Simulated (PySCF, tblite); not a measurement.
# C₂H₈FN₂Si radical: geometry, infrared bands and EPR parameters

What infrared bands and EPR parameters should C₂H₈FN₂Si radical (`CN(C)[Si@H]([NH])F`) show?

Computed with tblite 0.8.0 and PySCF 2.14.0, with density-fitted response routines of our own, on a single molecule in the gas phase. Atoms count from 0, in the outputs and in this text.

## Step 1: Starting geometry

14 atoms, charge 0, multiplicity 2; geometry from: force field or distance geometry start.

Bonds of the start (Å): C0–N1 1.42, N1–C2 1.43, N1–Si3 1.77, Si3–N4 1.77, Si3–F5 1.71, C0–H6 1.10, C0–H7 1.13, C0–H8 1.12, C2–H9 1.12, C2–H10 1.10, C2–H11 1.10, Si3–H12 1.47, N4–H13 1.04.

## Step 2: Geometry optimisation with GFN2-xTB

Job settings and geometry (Å):

```
{"job": {"kind": "relax", "xc": "GFN2-xTB", "basis": "xTB"}, "charge": 0, "multiplicity": 2}
C     -0.965200     1.264200    -0.195600
N     -0.491800     0.087800     0.433600
C     -1.117200    -1.138800     0.029300
Si     1.270500    -0.073500     0.501000
N      2.066600    -0.035800    -1.078100
F      1.585900    -1.626300     1.133700
H     -0.389100     1.604900    -1.067900
H     -1.056400     2.058000     0.599100
H     -1.989400     1.025900    -0.583800
H     -1.662600    -0.975200    -0.940500
H     -1.803300    -1.447000     0.836600
H     -0.332900    -1.883200    -0.195500
H      1.818200     0.894700     1.464000
H      3.066100     0.243800    -0.958000
```

Command:

```
> OMP_NUM_THREADS=1 python probes_run.py task.json out
```

The driver reads the jobs from task.json and runs them one after another.

**Question.** This job is followed by: GFN2-xTB harmonic vibrations, gas phase; UKS B3LYP, pcH-1 on C F H N Si, non-relativistic, mean-field spin-orbit, GIAO. What will the session give for the following? strongest single infrared mode (GFN2-xTB); zero-point energy (GFN2-xTB); g(iso) (B3LYP); ⟨S²⟩; largest a(iso) (averaged by class); potential on the surface of density 0.002 e/bohr³, 1st and 99th percentile.

As calculated:

| quantity | value |
| --- | --- |
| strongest single infrared mode (GFN2-xTB) | 2330 cm⁻¹, 292 km/mol |
| zero-point energy (GFN2-xTB) | 65.6 kcal/mol |
| g(iso) (B3LYP) | 2.00487 |
| ⟨S²⟩ | 0.759 (exact 0.75) |
| largest a(iso) (averaged by class) | 29Si on Si3, 50.1 MHz |
| potential on the surface of density 0.002 e/bohr³, 1st and 99th percentile | -1.80 V and 1.54 V |

In words: Relaxing lowered the energy by 0.948 eV in 109 steps; the close pair that moved most is Si3–N4, from 1.769 to 1.661 Å. No mode is imaginary among the 36: a minimum at this level. The strongest single mode, at 2330 cm⁻¹, moves mainly H12. Unscaled tight-binding wavenumbers are off by several per cent, some by more. Its intensities can rank the bands wrongly. N4 carries the largest spin population, 0.74 e. The isotropic g lies 2.5 ppt above the free-electron value.
